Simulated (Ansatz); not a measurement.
**CH7BSi2: how energies converge with the basis set**

Aim: see how fast density functionals converge with the basis set for CH7BSi2.

The runs use Ansatz 0.2.0, Gaussian basis; one geometry, several basis sets.

Levels to be run: PBE0-D4/def2-SVP; ωB97M-V/def2-SVP; PBE0-D4/def2-QZVPP; ωB97M-V/def2-QZVPP; the functionals' def2-TZVPP values are taken from earlier runs.

1 further run of the same task is left out (it didn't finish).

## (1) Structure used throughout

An earlier PBE0-D4 in a triple-zeta def2 set relaxation fixed the geometry.

SMILES `B[SiH]1C[SiH2]1`, 11 atoms, charge 0, spin multiplicity 1.

Atoms are counted from 1 here; the program's logs count them from 0.

Bond lengths: B1–Si2 1.925 Å, B1–H5 1.202 Å, B1–H6 1.196 Å, Si2–C3 1.869 Å, Si2–Si4 2.390 Å, Si2–H7 1.496 Å, C3–Si4 1.913 Å, C3–H8 1.089 Å, C3–H9 1.087 Å, Si4–H10 1.483 Å, Si4–H11 1.479 Å. Angles: Si2–B1–H5 119.3°, Si2–B1–H6 116.9°, H5–B1–H6 118.7°, B1–Si2–C3 104.4°, B1–Si2–Si4 59.8°, B1–Si2–H7 121.0°, C3–Si2–Si4 51.6°, C3–Si2–H7 109.4°, Si4–Si2–H7 110.2°, Si2–C3–Si4 78.4°, Si2–C3–H8 115.3°, Si2–C3–H9 118.6°, Si4–C3–H8 110.3°, Si4–C3–H9 119.0°, H8–C3–H9 111.5°, Si2–Si4–C3 50.0°, Si2–Si4–H10 112.7°, Si2–Si4–H11 135.5° and more.

## (2) PBE0-D4 in def2-SVP

Contents of in.yaml:

```yaml
crystal:
  periodic: [false, false, false]
  atoms:
    - {symbol: B, position_ang: [-0.958791, 1.193811, -0.547940]}
    - {symbol: Si, position_ang: [0.152193, 0.916877, 0.999135]}
    - {symbol: C, position_ang: [0.399092, -0.934744, 1.069076]}
    - {symbol: Si, position_ang: [0.201085, -0.643608, -0.811081]}
    - {symbol: H, position_ang: [-2.018427, 0.630092, -0.620297]}
    - {symbol: H, position_ang: [-0.814062, 2.222001, -1.141106]}
    - {symbol: H, position_ang: [1.477026, 1.600670, 1.128583]}
    - {symbol: H, position_ang: [-0.447301, -1.502337, 1.454383]}
    - {symbol: H, position_ang: [1.342615, -1.319541, 1.446422]}
    - {symbol: H, position_ang: [1.507742, -0.664862, -1.511834]}
    - {symbol: H, position_ang: [-0.775771, -1.555259, -1.444742]}
basis:
  gaussian: {orbitals: def2-SVP}
hamiltonian: {xc: pbe0, dispersion: d4}
output: {orbitals: {seedname: orbitals}}
```

Command:

```
$ ansatz run in.yaml --threads 2 --pin off --events-out ev --progress --plain --max-ram 4352MiB
```

Further steps of the session: ωB97M-V in def2-SVP; PBE0-D4 in def2-QZVPP; ωB97M-V in def2-QZVPP.

**Question.** What will the summary of the whole plan be? Wanted: PBE0-D4: double and triple zeta above quadruple; ωB97M-V: double and triple zeta above quadruple.

**Answer**, as computed:

| quantity | value |
| --- | --- |
| PBE0-D4: double and triple zeta above quadruple | 8.14, 0.63 eV |
| ωB97M-V: double and triple zeta above quadruple | 8.28, 0.59 eV |

In words: PBE0-D4 gains 7.50 eV from double to triple zeta, then 0.63 eV more. These are total energies; as a rule much of such shifts cancels in differences, which this series doesn't test.
